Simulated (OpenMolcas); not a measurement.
# Re²⁺ among point charges: CASSCF and CASPT2 levels and susceptibility

Aim: the splitting of the states of Re²⁺ in the field of 8 point charges, its lowest levels with spin-orbit coupling and its magnetic susceptibility.

The numbers are computed with OpenMolcas 26.06 (state-averaged CASSCF and CASPT2, spin-orbit coupling by RASSI with atomic mean-field integrals), except any that are marked as measured or tabulated.

## Step 1: The system

```
Species                           : Re²⁺ (rhenium, Z = 75, 73 electrons)
Basis                             : ANO-RCC-VDZP [7s6p4d2f1g], 68 functions
Scalar Hamiltonian                : DKH2, point nucleus
Inactive shells                   : 1s 2s 2p 3s 3p 3d 4s 4p 4d 4f 5s 5p
Active space                      : 5 electrons in 5 orbitals (5d)
Some configurations of this space : 5d5
Orbitals                          : optimised for each spin and parity, averaged over all roots
```

The outer shells:

5d5
```
5d [↑ ][↑ ][↑ ][↑ ][↑ ]
```

The ion sits among 8 point charges of -1.2 e arranged as a cube (Oh), 2.21 Å from the ion.

Each step is its own input file, run in one work folder so that later steps find the files of earlier ones. Labels, J, g values, rates, χT and fits are worked out afterwards by a script from the matrices that RASSI stores. The input lists half of the charges; inversion (Group=XYZ) makes the rest.

## Step 2: GATEWAY and SEWARD: basis and integrals

The input, a.inp:

```
&GATEWAY
Coord
1

Re 0.0 0.0 0.0
Basis=ANO-RCC-VDZP
Group=XYZ
NoMove
AngMom=0.0 0.0 0.0
AMFI
XField
4 Angstrom 0
1.275944 1.275944 1.275944 -1.200000
1.275944 1.275944 -1.275944 -1.200000
1.275944 -1.275944 1.275944 -1.200000
1.275944 -1.275944 -1.275944 -1.200000
&SEWARD
```

Started as:

```bash
> OMP_NUM_THREADS=1 MOLCAS_MEM=1689 MOLCAS_PROJECT=a pymolcas a.inp > a.log
```

## Step 3: CASSCF: sextets of even parity, 1 root

The input, a.inp:

```
&RASSCF
FileOrb=start.orb
Symmetry=1
Spin=6
nActEl=5 0 0
Inactive=15 19
Ras2=5 0
CIRoot=1 1 1
SDav=1
CIMx=300
Iter=120 100
PrWF=0.3
OrbListing=Nothing
MaxOrb=0
>>> COPY $Project.JobIph JOB001
```

start.orb holds the contracted functions of the basis, ordered by shell, or the orbitals of the step before.

## Step 4: Reference wave functions, quartets of even parity, 24 roots

The input, a.inp:

```
&RASSCF
FileOrb=start.orb
Symmetry=1
Spin=4
nActEl=5 0 0
Inactive=15 19
Ras2=5 0
CIRoot=24 24 1
SDav=24
CIMx=300
Iter=120 100
PrWF=0.3
OrbListing=Nothing
MaxOrb=0
>>> COPY $Project.JobIph JOB002
```

## Step 5: CASSCF: doublets of even parity, 75 roots

The input, a.inp:

```
&RASSCF
FileOrb=start.orb
Symmetry=1
Spin=2
nActEl=5 0 0
Inactive=15 19
Ras2=5 0
CIRoot=75 75 1
SDav=75
CIMx=300
Iter=120 100
PrWF=0.3
OrbListing=Nothing
MaxOrb=0
>>> COPY $Project.JobIph JOB003
```

## Step 6: State interaction with spin-orbit coupling

The input, a.inp:

```
&RASSI
NrOfJobIphs=3 1 24 75
1
1 2 3 4 5 6 7 8 9 10 11 12 13 14 15 16 17 18 19 20 21 22 23 24
1 2 3 4 5 6 7 8 9 10 11 12 13 14 15 16 17 18 19 20 21 22 23 24 25 26 27
28 29 30 31 32 33 34 35 36 37 38 39 40 41 42 43 44 45 46 47 48 49 50 51
52 53 54 55 56 57 58 59 60 61 62 63 64 65 66 67 68 69 70 71 72 73 74 75
IphNames
JOB001
JOB002
JOB003
EJob
SpinOrbit
DIPRint=1.0
SOCoupling=1000.0
Subsets=2
Property=9
'ANGMOM' 1 'ANGMOM' 2 'ANGMOM' 3 'MLTPL  1' 1 'MLTPL  1' 2 'MLTPL  1' 3
'AMFI' 1 'AMFI' 2 'AMFI' 3
SOProperty=3
'ANGMOM' 1 'ANGMOM' 2 'ANGMOM' 3
```

## Step 7: CASPT2: IPEA 0.25, imaginary shift 0.1 (closed shells correlated: 5s 5p)

The input, a.inp:

```
>>> COPY JOB001 $Project.JobIph
&CASPT2
Multistate=1 1
Frozen=14 16
IPEA=0.25
Imaginary=0.1
MaxIter=60
WThr=0.0 0.3 0.05
PrWF=0.5
NoMix
>>> COPY JOB002 $Project.JobIph
&CASPT2
Multistate=24 1 2 3 4 5 6 7 8 9 10 11 12 13 14 15 16 17 18 19 20 21 22
23 24
NoMult
Frozen=14 16
IPEA=0.25
Imaginary=0.1
MaxIter=60
WThr=0.0 0.3 0.05
PrWF=0.5
NoMix
>>> COPY JOB003 $Project.JobIph
&CASPT2
Multistate=75 1 2 3 4 5 6 7 8 9 10 11 12 13 14 15 16 17 18 19 20 21 22
23 24 25 26 27 28 29 30 31 32 33 34 35 36 37 38 39 40 41 42 43 44 45 46
47 48 49 50 51 52 53 54 55 56 57 58 59 60 61 62 63 64 65 66 67 68 69 70
71 72 73 74 75
NoMult
Frozen=14 16
IPEA=0.25
Imaginary=0.1
MaxIter=60
WThr=0.0 0.3 0.05
PrWF=0.5
NoMix
```

(Steps that only read results are left out.)

Q: Predict the outcome of this session. Wanted: spin-free ground state; lowest level; next level.

As calculated:

| quantity | value |
| --- | --- |
| method | SS-CASPT2, IPEA 0.25, imaginary shift 0.1 (closed shells correlated: 5s 5p) |
| spin-free ground state | 6A1, 1-fold in its orbital part |
| lowest level | 4-fold Γ8 |
| next level | 36.4 cm⁻¹ |
| χT at 300 K | 4.15 cm³ K/mol |
| effective moment at 300 K | 5.76 μB |

Cost by method:

```
                                              method  time of its own steps  time with the reference
                                           A. CASSCF                   27 s                     27 s
B. SS-CASPT2, IPEA 0.25, imaginary shift 0.1, +5s 5p                   12 s                     40 s
```

Times are of one thread on a shared host.

The spin-free ground state (6A1) comes to 100 % from free-ion S terms and keeps the highest spin of the shell. χT at 300 K is 4.15, against 4.39 cm³ K/mol for the spin alone, as a half-filled shell (L = 0) has no orbital moment. An active space of the d shell alone favours high spin; real ions in strong fields can be low spin. A ligand-field fit to the states below 45000 cm-1 gives 10Dq = -7898 cm-1, B = 573 cm-1 and C = 2893 cm-1 (C/B = 5.05), with a deviation of 446 cm-1. CASPT2 does not keep the components of a term degenerate, and the means are used. The field of point charges can differ much from that of real complexes. With metal d orbitals alone active, the gaps between spin states are rough; where two lie within a few thousand cm-1, their order is open. This is an electrostatic model: the charges have no orbitals.
